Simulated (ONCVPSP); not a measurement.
# Pseudopotential generation for silicon: ONCV, PBEsol

Aim: build the potential from the settings below, then test how well it stands in for the atom: other configurations, scattering, ghost states and the plane-wave cutoff that it needs.

Method: ONCVPSP 4.0.1.1 (patched build), PBEsol, scalar-relativistic.

**1. Settings**

The settings as typed:

- element: silicon (Si, Z = 14)
- type: optimised norm-conserving Vanderbilt (ONCV)
- frozen core: [Ne]
- valence charge: 4
- reference configuration: 3s2 3p1.5 (charge +0.5)
- partial waves: 3s: rc 1.50 bohr, ncon 5, nbas 9, qcut 5.6 1/bohr, 2 projectors, debl 3 Ha; 3p: rc 1.45 bohr, ncon 3, nbas 6, qcut 4.5 1/bohr, 3 projectors, debl 2.9 Ha
- local potential: polynomial inside 1.45 bohr (lpopt 5, dvloc0 0 Ha)
- core correction: Teter function, parameters optimised by the program

The nodes and maxima of the atom's own shells, from an earlier all-electron run, set the scale for the radii.

All-electron outer shells of the reference configuration (PBEsol, scalar-relativistic, ld1.x):

```json
{"shell": "2s", "level (eV)": "-143.55", "outermost node (bohr)": "0.15", "outermost maximum (bohr)": "0.45"}
{"shell": "2p", "level (eV)": "-99.86", "outermost node (bohr)": "–", "outermost maximum (bohr)": "0.39"}
{"shell": "3s", "level (eV)": "-14.68", "outermost node (bohr)": "0.72", "outermost maximum (bohr)": "1.77"}
{"shell": "3p", "level (eV)": "-7.65", "outermost node (bohr)": "0.72", "outermost maximum (bohr)": "2.09"}
```

**2. The generation run**

Si.dat

```
# ATOM AND REFERENCE CONFIGURATION
# atsym  z   nc   nv     iexc    psfile
  Si 14.00    3    2  -116133      upf
#
#   n    l    f
    1    0    2.00
    2    0    2.00
    2    1    6.00
    3    0    2.00
    3    1    1.50
#
# PSEUDOPOTENTIAL AND OPTIMIZATION
# lmax
    1
#
#   l,   rc,      ep,       ncon, nbas, qcut
    0    1.50    0.00    5    9    5.60
    1    1.45    0.00    3    6    4.50
#
# LOCAL POTENTIAL
# lloc, lpopt,  rc(5),   dvloc0
    4    5    1.45    0.00
#
# VANDERBILT-KLEINMAN-BYLANDER PROJECTORs
# l, nproj, debl
    0    2    3.00
    1    3    2.90
#
# MODEL CORE CHARGE
# icmod, fcfact, rcfact
    4    0.70    0.00
#
# LOG DERIVATIVE ANALYSIS
# epsh1, epsh2, depsh
   -2.00    5.00    0.02
#
# OUTPUT GRID
# rlmax, drl
    6.00    0.01
#
# TEST CONFIGURATIONS
# ncnf
    4
# nvcnf
#   n    l    f
    2
    3    0    2.00
    3    1    2.00
#
    2
    3    0    2.00
    3    1    1.00
#
    2
    3    0    2.00
    3    1    0.00
#
    2
    3    0    0.00
    3    1    4.00
#
```

Command:

```sh
oncvpsp.x < Si.dat > Si.out
```

What does the calculation give? Wanted: cutoffs for 1 and 0.1 mHa per electron, occupied waves; bound ghosts; GHOST(+) flags; largest test error; largest phase difference near zero energy, channels read; rms error of d²Exc/dn², without and with the model core.

The runs gave:

| quantity | value |
| --- | --- |
| cutoffs for 1 and 0.1 mHa per electron, occupied waves | 14 Ha and 86 Ha |
| bound ghosts | s at -106.26 eV, p at -43.93 eV |
| GHOST(+) flags | p at 1623 eV |
| largest test error (AE − PS) | -5.8 meV, for 3s0 3p4 |
| largest phase difference near zero energy, channels read | 0.001 rad |
| rms error of d²Exc/dn², without and with the model core | 2.02 and 0.04 mHa |

In words: It has a bound ghost (s, p), a state that the atom doesn't have, and that rules the file out. By total energies transferability is good: the largest error is 5.8 meV on 10.8 eV, for 3s0 3p4. Atomic tests can pass in spite of a ghost, since they solve only for the levels asked. It counts as soft on the atom at that tolerance, with 14 Ha needed at the looser tolerance. The tighter tolerance needs 86 Ha, and converged work needs a cutoff nearer that. At the looser tolerance the 3s wave is the slowest; 3p needs 4 Ha. Near zero energy the phases of the channels with partial waves agree within 0.001 rad. The pseudo curves have a pole with no partner nearby in the atom's: p at -1.66 Ha. The program also flags highly localised states, GHOST(+) (p).
